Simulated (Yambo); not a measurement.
# NiO (Fm-3m) in Yambo: a series of runs, part 2 of 3

Yambo 5.3.0. Earlier steps stand in the parts before.

## Step 4: Optical spectrum, PBE, collinear spin, ferromagnetic start

The input, optics3.in:

```
optics
chi
Chimod= "IP"
% BndsRnXd
 1 | 27 |
%
% LongDrXd
 1 | 0 | 0 |
%
% QpntsRXd
 1 | 1 |
%
% EnRngeXd
 0 | 15 | eV
%
% DmRngeXd
 0.05 | 0.05 | eV
%
ETStpsXd= 200
```

The input, scf.in:

```
&CONTROL
  calculation = 'scf'
  prefix = 'pwscf'
  outdir = './tmp'
  pseudo_dir = './pseudo'
/
&SYSTEM
  ibrav = 0
  nat = 2
  ntyp = 2
  ecutwfc = 98
  nbnd = 22
  occupations = 'smearing'
  smearing = 'fd'
  degauss = 0.00367493
  nspin = 2
  starting_magnetization(1) = 0.0556
  starting_magnetization(2) = 0
  force_symmorphic = .true.
/
&ELECTRONS
  conv_thr = 4d-10
  electron_maxstep = 120
  mixing_beta = 0.3
/
ATOMIC_SPECIES
Ni    58.6934 Ni.upf
O     15.9990 O.upf
CELL_PARAMETERS angstrom
   0.0000000000    2.0859016414    2.0859016414
   2.0859016414    0.0000000000    2.0859016414
   2.0859016414    2.0859016414    0.0000000000
ATOMIC_POSITIONS crystal
Ni     0.0000000000    0.0000000000    0.0000000000
O      0.5000000000    0.5000000000    0.5000000000
K_POINTS automatic
16 16 16 0 0 0
```

The input, nscf.in:

```
&CONTROL
  calculation = 'nscf'
  prefix = 'pwscf'
  outdir = './tmp'
  pseudo_dir = './pseudo'
/
&SYSTEM
  ibrav = 0
  nat = 2
  ntyp = 2
  ecutwfc = 98
  nbnd = 37
  occupations = 'smearing'
  smearing = 'fd'
  degauss = 0.00367493
  nspin = 2
  starting_magnetization(1) = 0.0556
  starting_magnetization(2) = 0
  force_symmorphic = .true.
/
&ELECTRONS
  conv_thr = 1d-08
  diago_full_acc = .true.
  diago_thr_init = 1d-06
/
ATOMIC_SPECIES
Ni    58.6934 Ni.upf
O     15.9990 O.upf
CELL_PARAMETERS angstrom
   0.0000000000    2.0859016414    2.0859016414
   2.0859016414    0.0000000000    2.0859016414
   2.0859016414    2.0859016414    0.0000000000
ATOMIC_POSITIONS crystal
Ni     0.0000000000    0.0000000000    0.0000000000
O      0.5000000000    0.5000000000    0.5000000000
K_POINTS automatic
16 16 16 0 0 0
```

Potentials or basis: PseudoDojo 0.4.1 SR PBE standard.

On the command line:

```console
$ OMP_NUM_THREADS=1 pw.x -in scf.in > scf.out
$ OMP_NUM_THREADS=1 pw.x -in nscf.in > nscf.out
$ cd tmp/pwscf.save; p2y; mv SAVE ../..; cd ../..
$ OMP_NUM_THREADS=1 yambo
$ OMP_NUM_THREADS=1 yambo -F optics3.in -J optics3 -C optics3_out
```

Yambo's report:

```text
[... sections 02.01 to 02.04 as in the set-up run ...]

  [02.05] Energies & Occupations
  ==============================

  [WARNING] Merged spin levels are metallic
  [X] === Spin Independent ===
  [X] Electronic Temperature                        :  0.258606E-1   300.100    [eV K]
  [X] Bosonic    Temperature                        :  0.258606E-1   300.100    [eV K]
  [X] Finite Temperature mode                       : yes
  [X] El. density                                   :  0.13222E+25 [cm-3]
  [X] Fermi Level                                   :  14.69097 [eV]

  [X] === Spin up channel ===
  [X] Conduction Band Min                  [spin UP]:  14.69097 [eV]
  [X] Valence Band Max                     [spin UP]:  14.69097 [eV]
  [X] Filled Bands                         [spin UP]:  11
  [X] Metallic Bands                       [spin UP]:  12  13
  [X] Empty Bands                          [spin UP]:   14   37

  [X] === Spin dn channel ===
  [X] Conduction Band Min                  [spin DN]:  14.69097 [eV]
  [X] Valence Band Max                     [spin DN]:  14.69097 [eV]
  [X] Filled Bands                         [spin DN]:  11
  [X] Metallic Bands                       [spin DN]:  12  13
  [X] Empty Bands                          [spin DN]:   14   37

  [X] === Metallic Characters ===
  [X] N of el / N of met el                [spin UP]:  12.00000   1.08382
  [X] Average metallic occ.                [spin UP]:  0.270954
  [X] N of el / N of met el                [spin DN]:  12.00000   2.16753
  [X] Average metallic occ.                [spin DN]:  0.541882

  [WARNING] [X] Metallic system

  [WARNING] Merged spin levels are metallic

 [03] Transferred momenta grid and indexing
 ==========================================

 IBZ Q-points                                      :  145
 BZ  Q-points                                      :   4096

 K/Q-points units:
 rlu = crystal or reduced units; cc = cartesian coordinates; iku = interal k-units

 Q [  1]        [rlu]:  0.000000  0.000000  0.000000
 Q [  2]        [rlu]:  0.65515E-18  0.65515E-18  0.62500E-01
 Q [  3]        [rlu]:  0.13103E-17  0.13103E-17  0.12500
 Q [  4]        [rlu]:  0.79553E-17 -0.59225E-17  0.18750
 Q [  5]        [rlu]:  0.26206E-17  0.26206E-17  0.25000
 Q [  6]        [rlu]:  0.11164E-16  0.11164E-16  0.31250
[... 42 lines left out ...]
 Q [ 49]        [rlu]: -0.14442E-16  0.25000      0.25000
 Q [ 50]        [rlu]:  0.41899E-17  0.25000      0.31250

 Remaining 95 points informations can be written running with -fatlog

 [WARNING] [Xd] User bands 1-27 break level degeneracy

 [04] Dipoles
 ============

  [04.01] Setup: observables and procedures
  =========================================

  [WF-Oscillators/G space/Transverse up loader] Normalization (few states)  min/max  :  0.98131E-17   1.0000

  [WR./optics3//ndb.dipoles]------------------------------------------------------
   Brillouin Zone Q/K grids (IBZ/BZ)                :    145   4096    145   4096
   RL vectors                                       :  2733 [WF]
   Fragmentation                                    : yes
   Electronic Temperature                           :  300.1000 [K]
   Bosonic    Temperature                           :  300.1000 [K]
   DIP band range                                   :   1  27
   DIP band range limits                            :  13  12
   DIP e/h energy range                             : -1.000000 -1.000000 [eV]
   RL vectors in the sum                            :  2733
   [r,Vnl] included                                 : yes
   Bands ordered                                    : yes
   Direct v evaluation                              : no
   Approach used                                    : G-space v
   Dipoles computed                                 : R V P [G-space]
   Wavefunctions                                    : Perdew, Burke & Ernzerhof(X)+Perdew, Burke & Ernzerhof(C)

  [WARNING] [r,Vnl^pseudo] included in position and velocity dipoles.

  [WARNING] In case H contains other non local terms, these are neglected

 [05] Optics
 ===========

 [X-CG] R(p) Tot o/o(of R):    24741  1602964      100

 [WARNING] The system is a metal but Drude term not included.
```

Run time: 9.2 min. Hardware: 1 thread of Arm Neoverse V1, shared host; peak memory 0.39 GiB.

What came out:

```yaml
Band_gap_on_the_k_mesh_mean-field_level: none (metal or under the smearing width)
Net_moment: 0.00 μB per cell
```

Dielectric function (along the field direction of the input):
| energy (eV) | real part | imaginary part |
| --- | --- | --- |
| 0.30 | 73.11 | 26.21 |
| 0.68 | -4.75 | 49.36 |
| 1.06 | -11.25 | 15.63 |
| 1.43 | -6.49 | 12.03 |
| 1.81 | -5.30 | 6.99 |
| 2.19 | -3.57 | 3.48 |
| 2.56 | -0.78 | 0.44 |
| 2.94 | 1.42 | 0.24 |
| 3.32 | 2.79 | 1.36 |
| 3.69 | 3.14 | 1.69 |
| 4.07 | 2.80 | 0.99 |
| 4.45 | 3.95 | 1.32 |
| 4.82 | 3.71 | 2.08 |
| 5.20 | 4.56 | 2.11 |
| 5.58 | 3.80 | 3.22 |
| 5.95 | 3.10 | 3.11 |
| 6.33 | 2.23 | 2.96 |
| 6.71 | 1.86 | 2.14 |
| 7.09 | 1.75 | 3.07 |
| 7.46 | 2.08 | 2.83 |
| 7.84 | 1.34 | 3.18 |
| 8.22 | 1.14 | 2.36 |
| 8.59 | 1.54 | 1.32 |
| 8.97 | 1.92 | 1.31 |
| 9.35 | 2.53 | 1.27 |
| 9.72 | 2.17 | 1.15 |
| 10.10 | 2.94 | 1.08 |
| 10.48 | 3.78 | 1.69 |
| 10.85 | 4.05 | 2.36 |
| 11.23 | 4.00 | 5.01 |
| 11.61 | 1.09 | 4.08 |
| 11.98 | 0.71 | 3.09 |
| 12.36 | 1.38 | 2.96 |
| 12.74 | 0.49 | 2.76 |
| 13.12 | 0.95 | 3.50 |
| 13.49 | 0.66 | 1.86 |
| 13.87 | 1.18 | 1.99 |
| 14.25 | 1.02 | 2.05 |
| 14.62 | 1.32 | 1.40 |
| 15.00 | 1.64 | 1.87 |

Caveat: the intraband (Drude) term of the metal is left out; the ground state has no gap, which makes the many-body step unreliable; independent-particle spectra lack excitons; semilocal functionals often make such compounds metallic where correlation or magnetic order opens a gap, which also shifts bond lengths.

## Step 5: Optical spectrum, PBE, collinear spin, ferromagnetic start

The input, optics4.in:

```
optics
chi
Chimod= "HARTREE"
% BndsRnXd
 1 | 27 |
%
NGsBlkXd= 4 Ry
% LongDrXd
 0 | 1 | 0 |
%
% QpntsRXd
 1 | 1 |
%
% EnRngeXd
 0 | 30 | eV
%
% DmRngeXd
 0.1 | 0.1 | eV
%
ETStpsXd= 150
```

scf.in is that of step 4.

nscf.in is that of step 4.

Potentials or basis: PseudoDojo 0.4.1 SR PBE standard.

On the command line:

```console
$ OMP_NUM_THREADS=1 pw.x -in scf.in > scf.out
$ OMP_NUM_THREADS=1 pw.x -in nscf.in > nscf.out
$ cd tmp/pwscf.save; p2y; mv SAVE ../..; cd ../..
$ OMP_NUM_THREADS=1 yambo
$ OMP_NUM_THREADS=1 yambo -F optics4.in -J optics4 -C optics4_out
```

Yambo's report:

```text
[... sections 02.01 to 02.04 as in the set-up run ...]

  [02.05] Energies & Occupations
  ==============================

  [WARNING] Merged spin levels are metallic
  [X] === Spin Independent ===
  [X] Electronic Temperature                        :  0.258606E-1   300.100    [eV K]
  [X] Bosonic    Temperature                        :  0.258606E-1   300.100    [eV K]
  [X] Finite Temperature mode                       : yes
  [X] El. density                                   :  0.13222E+25 [cm-3]
  [X] Fermi Level                                   :  14.69097 [eV]

  [X] === Spin up channel ===
  [X] Conduction Band Min                  [spin UP]:  14.69097 [eV]
  [X] Valence Band Max                     [spin UP]:  14.69097 [eV]
  [X] Filled Bands                         [spin UP]:  11
  [X] Metallic Bands                       [spin UP]:  12  13
  [X] Empty Bands                          [spin UP]:   14   37

  [X] === Spin dn channel ===
  [X] Conduction Band Min                  [spin DN]:  14.69097 [eV]
  [X] Valence Band Max                     [spin DN]:  14.69097 [eV]
  [X] Filled Bands                         [spin DN]:  11
  [X] Metallic Bands                       [spin DN]:  12  13
  [X] Empty Bands                          [spin DN]:   14   37

  [X] === Metallic Characters ===
  [X] N of el / N of met el                [spin UP]:  12.00000   1.08382
  [X] Average metallic occ.                [spin UP]:  0.270954
  [X] N of el / N of met el                [spin DN]:  12.00000   2.16753
  [X] Average metallic occ.                [spin DN]:  0.541882

  [WARNING] [X] Metallic system

  [WARNING] Merged spin levels are metallic

 [03] Transferred momenta grid and indexing
 ==========================================

 IBZ Q-points                                      :  145
 BZ  Q-points                                      :   4096

 K/Q-points units:
 rlu = crystal or reduced units; cc = cartesian coordinates; iku = interal k-units

 Q [  1]        [rlu]:  0.000000  0.000000  0.000000
 Q [  2]        [rlu]:  0.65515E-18  0.65515E-18  0.62500E-01
 Q [  3]        [rlu]:  0.13103E-17  0.13103E-17  0.12500
 Q [  4]        [rlu]:  0.79553E-17 -0.59225E-17  0.18750
 Q [  5]        [rlu]:  0.26206E-17  0.26206E-17  0.25000
 Q [  6]        [rlu]:  0.11164E-16  0.11164E-16  0.31250
[... 42 lines left out ...]
 Q [ 49]        [rlu]: -0.14442E-16  0.25000      0.25000
 Q [ 50]        [rlu]:  0.41899E-17  0.25000      0.31250

 Remaining 95 points informations can be written running with -fatlog

 [WARNING] [Xd] User bands 1-27 break level degeneracy

 [04] Dipoles
 ============

  [04.01] Setup: observables and procedures
  =========================================

  [WF-Oscillators/G space/Transverse up loader] Normalization (few states)  min/max  :  0.98131E-17   1.0000

  [WR./optics4//ndb.dipoles]------------------------------------------------------
   Brillouin Zone Q/K grids (IBZ/BZ)                :    145   4096    145   4096
   RL vectors                                       :  2733 [WF]
   Fragmentation                                    : yes
   Electronic Temperature                           :  300.1000 [K]
   Bosonic    Temperature                           :  300.1000 [K]
   DIP band range                                   :   1  27
   DIP band range limits                            :  13  12
   DIP e/h energy range                             : -1.000000 -1.000000 [eV]
   RL vectors in the sum                            :  2733
   [r,Vnl] included                                 : yes
   Bands ordered                                    : yes
   Direct v evaluation                              : no
   Approach used                                    : G-space v
   Dipoles computed                                 : R V P [G-space]
   Wavefunctions                                    : Perdew, Burke & Ernzerhof(X)+Perdew, Burke & Ernzerhof(C)

  [WARNING] [r,Vnl^pseudo] included in position and velocity dipoles.

  [WARNING] In case H contains other non local terms, these are neglected

 [05] Optics
 ===========

 [X-CG] R(p) Tot o/o(of R):    24741  1602964      100

 [WARNING] The system is a metal but Drude term not included.
```

o-optics4.eel_q1_inv_rpa_dyson:

```text
# Electron Energy Loss @ Q(1):   0.00000000      1.00000000      0.00000000    [q->0 direction]
#
# [ X ] Hartree size                              :  27
# [GEN] GF Energies                               : Perdew, Burke & Ernzerhof(X)+Perdew, Burke & Ernzerhof(C)
# [GEN] Green`s Function                          : Retarded
#
# [GEN] Gauge                                     : Length
# [GEN] [r,Vnl] included                          : yes
#
#    E[1] [eV]          Im(eel)            Re(eel)            Im(eel_o)          Re(eel_o)
#
        0.000000           0.18538E-10       -0.012880           0.84098E-20       -0.012869
        0.201342           0.005075          -0.017682           0.005063          -0.017665
        0.402685           0.011552          -0.010668           0.011538          -0.010672
        0.604027           0.018656          -0.005112           0.018654          -0.005145
        0.805369           0.028044           0.004847           0.028080           0.004757
        1.006711           0.042581           0.019732           0.042649           0.019468
[... 142 lines left out ...]
        29.79866           0.490660          -0.609410           0.473572          -0.598190
        30.00000           0.515833          -0.572650           0.495162          -0.550158
#
```

Wall time 9.4 min (1 thread of Arm Neoverse V1, shared host); peak memory 1.3 GiB.

Results:

```yaml
Band_gap_on_the_k_mesh_mean-field_level: none (metal or under the smearing width)
Net_moment: 0.00 μB per cell
Peak_of_the_energy-loss_function: 23.6 eV
```

Dielectric function (along the field direction of the input):
| energy (eV) | real part | imaginary part |
| --- | --- | --- |
| 0.40 | 43.15 | 46.72 |
| 1.41 | -4.62 | 11.80 |
| 2.42 | -1.93 | 1.61 |
| 3.42 | 2.94 | 1.51 |
| 4.43 | 3.63 | 1.30 |
| 5.44 | 3.54 | 2.81 |
| 6.44 | 2.18 | 3.16 |
| 7.45 | 1.94 | 2.72 |
| 8.46 | 1.41 | 1.74 |
| 9.46 | 2.26 | 1.36 |
| 10.67 | 3.59 | 2.09 |
| 11.68 | 1.41 | 3.52 |
| 12.68 | 0.54 | 2.74 |
| 13.69 | 0.80 | 2.20 |
| 14.70 | 1.34 | 1.55 |
| 15.70 | 1.27 | 2.34 |
| 16.71 | 1.52 | 2.66 |
| 17.72 | -0.44 | 2.08 |
| 18.72 | -0.25 | 1.32 |
| 19.93 | 0.45 | 0.89 |

Energy-loss function:
```tsv
energy (eV)	loss
0.0	0.000
1.2	0.071
2.6	1.064
3.8	0.200
5.2	0.105
6.4	0.214
7.9	0.298
9.1	0.248
10.5	0.107
11.7	0.245
13.1	0.317
14.3	0.484
15.7	0.330
16.9	0.257
18.3	0.622
19.5	1.167
20.9	0.562
22.1	1.109
23.6	1.493
24.8	0.927
26.2	0.819
27.4	0.602
28.8	0.426
30.0	0.516
```

Caveat: the intraband (Drude) term of the metal is left out; the ground state has no gap, which makes the many-body step unreliable; these spectra lack excitons; semilocal functionals often make such compounds metallic where correlation or magnetic order opens a gap, which also shifts bond lengths.

[end of part 2 of 3]
